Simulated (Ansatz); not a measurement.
# In (bcc type): the cost of one run

Computed with Ansatz 0.2.0 (DFT, LDA, PAW with Ansatz's default frozen-core files, scalar-relativistic, unless a step's input says otherwise).

### 1 The system as given

Symmetry: Im-3m, No. 229, cubic system. Conventional cell: a = 3.665 Å, b = 3.665 Å, c = 3.665 Å, α = 90.00°, β = 90.00°, γ = 90.00°. Around In (site symmetry m-3m) lie 8 In at 3.17 Å.

As a file:

```
CELL_PARAMETERS angstrom
-1.83249 1.83249 1.83249
1.83249 -1.83249 1.83249
1.83249 1.83249 -1.83249
ATOMIC_POSITIONS crystal
In 0.00000 0.00000 0.00000
```

### 2 Cell relaxed at zero pressure, PAW

input.yaml reads:

```yaml
crystal:
  lattice:
    - [-1.8324862937, 1.8324862937, 1.8324862937]
    - [1.8324862937, -1.8324862937, 1.8324862937]
    - [1.8324862937, 1.8324862937, -1.8324862937]
  atoms:
    - { symbol: In, position: [0.0, 0.0, 0.0] }
kpoints:
  mp_grid: { grid: [15, 15, 15] }
scf:
  occupations: { method: fermi_dirac, width: 0.05 }
hamiltonian:
  xc: lda
  pseudopotentials: { kind: paw }
output:
  forces: true
  stress: true
relax:
  f_tol: 0.005
  max_steps: 40
  cell: {}
```

The run is started by

```bash
ansatz run input.yaml --threads 1 --pin off --max-ram 3584MiB --backend cpu --events-out ev --progress --plain --runs-dir out
```

What time and memory should one allow on 1 thread of Arm Neoverse V1, shared host?

About 5.8 s, with a peak of 0.3 GiB.
